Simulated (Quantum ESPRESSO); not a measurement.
**AgRh under changes of volume**

One of the cells (16.064 Å³/atom); the others are scaled copies at fixed shape and fractional positions:

```
Ag Rh
1.0
     2.77759    0.00000    0.00000
    -1.38879    2.40546    0.00000
     0.00000    0.00000    4.80860
Ag Rh
1 1
Direct
  0.00000 0.00000 0.50000
  0.66667 0.33333 0.00000
```

The cell comes from a database or a generator and needn't be the stable form of this composition.

* Program: Quantum ESPRESSO 7.5
* Functional: LDA
* Potentials or basis: GBRV 1.5 LDA
* Cutoff: 762 eV
* Density cutoff: 6095 eV
* k mesh: 11 × 11 × 6
* Occupations: fermi-dirac, width 0.05 eV
* Spin: no spin polarisation

```csv
volume (Å³/atom),energy over the lowest point (meV/atom),pressure (GPa)
15.100,0.00,-6.2
15.421,15.51,-9.8
15.743,37.74,-12.9
16.064,65.75,-15.6
16.385,?,?
16.707,136.22,-19.9
17.028,177.36,-21.6
```

Q: What does the run at 16.385 Å³/atom give?

A: Energy over the lowest point 98.80 meV/atom; pressure -17.9 GPa.

Worked out: A Birch-Murnaghan fit of order 3 (a polynomial in V^(-2/3)) to the other rows has its minimum at 14.65 Å³/atom, just outside them, with B0 = V·E''(V) = 212 GPa and B' = 5.3 at fixed shape and positions, which overstates the stiffness. It gives 98.74 meV/atom at 16.385 Å³/atom, against the run's 98.80, and -dE/dV = -17.6 GPa, against -17.9.

Energies are extrapolated to zero smearing.
